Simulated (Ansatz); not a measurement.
**CH9GePSi: one species, many methods**

The task here is to estimate one member of a computed series from the others.

Computed with Ansatz 0.2.0, Gaussian basis. Level: functionals in def2-TZVPP, the program's frozen cores in correlated methods.

Plan: PBE-D4, r2SCAN-D4, PBE0-D4, B3LYP-D4, ωB97X-V, ωB97M-V, B2PLYP; CCSD(T)/def2-TZVPP; MP2/def2-QZVPP; extrapolation to the limit.

**The relaxed structure**

The geometry comes from an earlier relaxation with PBE0-D4 in a triple-zeta def2 set; it is a stationary point, not always the lowest conformer.

SMILES `C[SiH2][GeH2][PH2]`, 13 atoms, charge 0, spin multiplicity 1.

Atoms are counted from 1 here; the program's logs count them from 0.

Bond lengths: C1–Si2 1.875 Å, C1–H5 1.092 Å, C1–H6 1.092 Å, C1–H7 1.092 Å, Si2–Ge3 2.381 Å, Si2–H8 1.489 Å, Si2–H9 1.490 Å, Ge3–P4 2.331 Å, Ge3–H10 1.543 Å, Ge3–H11 1.541 Å, P4–H12 1.420 Å, P4–H13 1.421 Å. Angles: Si2–C1–H5 110.9°, Si2–C1–H6 110.8°, Si2–C1–H7 110.7°, H5–C1–H6 108.1°, H5–C1–H7 108.2°, H6–C1–H7 108.1°, C1–Si2–Ge3 110.5°, C1–Si2–H8 110.4°, C1–Si2–H9 110.5°, Ge3–Si2–H8 108.1°, Ge3–Si2–H9 109.3°, H8–Si2–H9 107.9°, Si2–Ge3–P4 108.1°, Si2–Ge3–H10 111.3°, Si2–Ge3–H11 111.5°, P4–Ge3–H10 111.3°, P4–Ge3–H11 106.8°, H10–Ge3–H11 107.8° and more.

Set-up of the first run:

Input file in.yaml:

```yaml
crystal:
  periodic: [false, false, false]
  atoms:
    - {symbol: C, position_ang: [-1.805877, 0.097046, 0.885309]}
    - {symbol: Si, position_ang: [-0.497278, -1.204569, 0.554914]}
    - {symbol: Ge, position_ang: [1.516820, -0.189368, -0.208055]}
    - {symbol: P, position_ang: [1.031180, 1.028939, -2.134516]}
    - {symbol: H, position_ang: [-1.467708, 0.803930, 1.646079]}
    - {symbol: H, position_ang: [-2.032208, 0.658261, -0.024006]}
    - {symbol: H, position_ang: [-2.730616, -0.365790, 1.237054]}
    - {symbol: H, position_ang: [-0.963719, -2.154226, -0.493010]}
    - {symbol: H, position_ang: [-0.215972, -1.987141, 1.790786]}
    - {symbol: H, position_ang: [2.139903, 0.708580, 0.880891]}
    - {symbol: H, position_ang: [2.566375, -1.245554, -0.603349]}
    - {symbol: H, position_ang: [2.213827, 1.814004, -2.081873]}
    - {symbol: H, position_ang: [0.265776, 2.001387, -1.435325]}
basis:
  gaussian: {orbitals: def2-TZVPP}
hamiltonian: {xc: pbe, dispersion: d4}
output: {forces: true, orbitals: {seedname: orbitals}}
```

Launch:

```sh
ansatz run in.yaml --threads 4 --pin off --events-out ev --progress --plain --max-ram 10444MiB
```

Among the steps run: PBE-D4 (GGA); r2SCAN-D4 (meta-GGA); PBE0-D4 (hybrid); B3LYP-D4 (hybrid); ωB97X-V (range-separated); ωB97M-V (range-separated); B2PLYP (double hybrid); CCSD(T) in def2-TZVPP; MP2 in def2-QZVPP.

One table of the session follows, with a row left open; its other results are not shown here.

It belongs to the step «Atomisation energies». 

| method | atomisation energy (eV) |
| --- | --- |
| PBE-D4 | 41.157 |
| r2SCAN-D4 | 41.270 |
| PBE0-D4 | 40.976 |
| B3LYP-D4 | 41.267 |
| ωB97X-V | 41.645 |
| ωB97M-V | 41.282 |
| B2PLYP | 40.616 |
| HF/def2-TZVPP | ? |
| MP2/def2-TZVPP | 39.903 |
| CCSD/def2-TZVPP | 39.909 |
| CCSD(T)/def2-TZVPP | 40.342 |
| MP2/CBS | 40.845 |
| CCSD(T)/CBS | 41.284 |

Estimate the missing values for HF/def2-TZVPP.

As computed: atomisation energy (eV): 30.590. In the column «atomisation energy (eV)» it is the lowest.

To keep in mind: Free atoms (1 C, 1 Si, 1 Ge, 1 P, 9 H) were run apart at each level; the atomisation energy is their sum less the molecule, without zero-point or spin-orbit terms.
